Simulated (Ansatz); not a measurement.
# CH₅BGe: how energies converge with the basis set

An exercise on one series of results from a longer session: the logs are not shown, and one member is left open.

The runs use Ansatz 0.2.0, Gaussian basis; one geometry, several basis sets.

The runs, in order: PBE0-D4/def2-SVP; ωB97M-V/def2-SVP; PBE0-D4/def2-QZVPP; ωB97M-V/def2-QZVPP; the functionals' def2-TZVPP values are taken from earlier runs.

## The relaxed structure

An earlier PBE0-D4 in a triple-zeta def2 set relaxation fixed the geometry.

SMILES `[BH]1[CH2][GeH2]1`, 8 atoms, charge 0, spin multiplicity 1.

Atoms are counted from 1 here; the program's logs count them from 0.

Bond lengths: B1–C2 1.465 Å, B1–Ge3 1.963 Å, B1–H4 1.187 Å, C2–Ge3 2.265 Å, C2–H5 1.089 Å, C2–H6 1.090 Å, Ge3–H7 1.534 Å, Ge3–H8 1.543 Å. Angles: C2–B1–Ge3 81.3°, C2–B1–H4 133.7°, Ge3–B1–H4 130.7°, B1–C2–Ge3 58.9°, B1–C2–H5 126.1°, B1–C2–H6 121.7°, Ge3–C2–H5 85.1°, Ge3–C2–H6 138.8°, H5–C2–H6 111.9°, B1–Ge3–C2 39.7°, B1–Ge3–H7 124.8°, B1–Ge3–H8 122.2°, C2–Ge3–H7 95.2°, C2–Ge3–H8 123.8°, H7–Ge3–H8 108.8°.

The first run:

in.yaml reads:

```yaml
crystal:
  periodic: [false, false, false]
  atoms:
    - {symbol: B, position_ang: [-0.933950, 0.395569, -0.543129]}
    - {symbol: C, position_ang: [-0.052609, 0.934251, 0.495870]}
    - {symbol: Ge, position_ang: [0.170428, -1.197689, -0.236550]}
    - {symbol: H, position_ang: [-1.388063, 0.841257, -1.545082]}
    - {symbol: H, position_ang: [0.104389, 0.511120, 1.486753]}
    - {symbol: H, position_ang: [0.444653, 1.897434, 0.381714]}
    - {symbol: H, position_ang: [0.495480, -1.785502, 1.142984]}
    - {symbol: H, position_ang: [1.251672, -1.653539, -1.238361]}
basis:
  gaussian: {orbitals: def2-SVP}
hamiltonian: {xc: pbe0, dispersion: d4}
output: {orbitals: {seedname: orbitals}}
```

The run is started by

```console
$ ansatz run in.yaml --threads 2 --pin off --events-out ev --progress --plain --max-ram 4352MiB
```

Among the steps run: PBE0-D4 in def2-SVP; ωB97M-V in def2-SVP; PBE0-D4 in def2-QZVPP; ωB97M-V in def2-QZVPP.

One table of the session follows, with a row left open; its other results are not shown here.

It belongs to the step «Density functionals: the series». 

| functional | basis | HOMO (eV) |
| --- | --- | --- |
| PBE0-D4 | def2-SVP | ? |
| PBE0-D4 | def2-TZVPP | -6.83 |
| PBE0-D4 | def2-QZVPP | -6.85 |
| ωB97M-V | def2-SVP | -8.82 |
| ωB97M-V | def2-TZVPP | -8.87 |
| ωB97M-V | def2-QZVPP | -8.87 |

Estimate the missing values for PBE0-D4, def2-SVP.

As computed: HOMO (eV): -6.81. In the column «HOMO (eV)» it is the highest.
